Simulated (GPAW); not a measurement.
Set up this calculation in GPAW 26.7.0, as an ASE script.

| Item | Value |
| --- | --- |
| Task | band structure |
| Functional | PBE |
| Potentials or basis | GPAW PAW data sets (gpaw-data 1.2.1) |
| Cutoff | 800 eV |
| Basis | pw |
| k mesh | 8 × 6 × 6 |
| Occupations | fermi-dirac, width 0.05 eV |
| Spin | spin-orbit coupling, no magnetisation |
| Ranks | 8 |
| Maxiter | 150 |
| Band path | XGY,LGZ,NGM,RG |
| Band points | 100 |
| spin axis theta (degrees) | 90 |
| spin axis phi (degrees) | 0 |
| Soc after scf | second variation |

HPbNO4:

```
H Pb N O
1.0
     4.27531   -0.00040    0.00636
    -2.08399    5.20775   -0.04907
    -2.12377   -1.86574    4.91491
H Pb N O
1 1 1 4
Direct
  0.99073 0.03330 0.90994
  0.50274 0.81989 0.14287
  0.00838 0.47408 0.50265
  0.99816 0.92741 0.02877
  0.19467 0.73435 0.60852
  0.81673 0.35882 0.24556
  0.01381 0.33121 0.65217
```

The cell was built by a generator and needn't be a form met in nature.

These files were run (other wordings do the same):

run.py

```python
import numpy as np
from ase import Atoms
from ase.dft.bandgap import bandgap
from ase.io import write
from ase.units import GPa
from ase.parallel import parprint
from gpaw import GPAW, PW
from gpaw.spinorbit import soc_eigenstates

atoms = Atoms(['H', 'Pb', 'N', 'O', 'O', 'O', 'O'],
              cell=[[4.27531, -0.0004, 0.00636],
                    [-2.08399, 5.20775, -0.04907],
                    [-2.12377, -1.86574, 4.91491]],
              scaled_positions=[[0.99073, 0.0333, 0.90994],
                                [0.50274, 0.81989, 0.14287],
                                [0.00838, 0.47408, 0.50265],
                                [0.99816, 0.92741, 0.02877],
                                [0.19467, 0.73435, 0.60852],
                                [0.81673, 0.35882, 0.24556],
                                [0.01381, 0.33121, 0.65217]],
              pbc=True)

calc = GPAW(mode=PW(800),
            xc='PBE',
            kpts={'size': (8, 6, 6), 'gamma': True},
            occupations={'name': 'fermi-dirac', 'width': 0.05},
            nbands=39,
            convergence={'density': 1e-05, 'energy': 1e-05},
            maxiter=150,
            txt='gpaw.txt')
atoms.calc = calc
energy = atoms.get_potential_energy()
forces = atoms.get_forces()
stress = atoms.get_stress()
calc.write('gs.gpw')
write('result.traj', atoms)
parprint(f'Energy: {energy:.6f} eV')
parprint('Forces (eV/A):')
parprint(forces.round(4))
parprint('Stress (GPa):', (stress / GPa).round(3))
parprint('Fermi level:', round(calc.get_fermi_level(), 4), 'eV')
parprint(f'Gap: {bandgap(calc)[0]:.4f} eV, direct: {bandgap(calc, direct=True)[0]:.4f} eV')

path = atoms.cell.bandpath('XGY,LGZ,NGM,RG', npoints=100, eps=1e-4)
bs_calc = calc.fixed_density(kpts=path, symmetry='off', nbands=60,
                             convergence={'bands': 'CBM+6.0', 'eigenstates': 1e-6}, txt='bands.txt')
bs = bs_calc.band_structure()
bs.write('bs.json')
parprint(f'Gap on the path: {bandgap(bs_calc)[0]:.4f} eV')

soc = soc_eigenstates(bs_calc, theta=90, phi=0)
np.savetxt('soc_bands.dat', soc.eigenvalues(), fmt='%.4f')
mesh = soc_eigenstates('gs.gpw', theta=90, phi=0)
np.savetxt('soc_mesh.dat', mesh.eigenvalues(), fmt='%.4f')
parprint('Fermi level with spin-orbit coupling:', round(mesh.fermi_level, 4), 'eV')
```

Potentials or basis: GPAW PAW data sets (gpaw-data 1.2.1), pw.

Command:

```console
$ OMP_NUM_THREADS=1 mpirun -n 8 gpaw python run.py
```

Results of the run:

```
Pressure                : -0.3 GPa
Largest force           : 0.119 eV/Å
Band gap on the k mesh  : 2.66 eV, indirect (least direct gap 3.01 eV)
Band gap along the path : 2.85 eV, indirect (least direct gap 3.18 eV)
```

Caveat: spin-orbit coupling was added after a scalar SCF, so levels and gaps hold it while energy, forces, pressure and moments don't; this program's spin-orbit splittings come out too wide for heavy elements.

Run time: 97 s on 8 MPI ranks on AMD EPYC 7R43 64-Core Processor (Zen 3), with other jobs on the host, peak memory 0.49 GiB a rank.
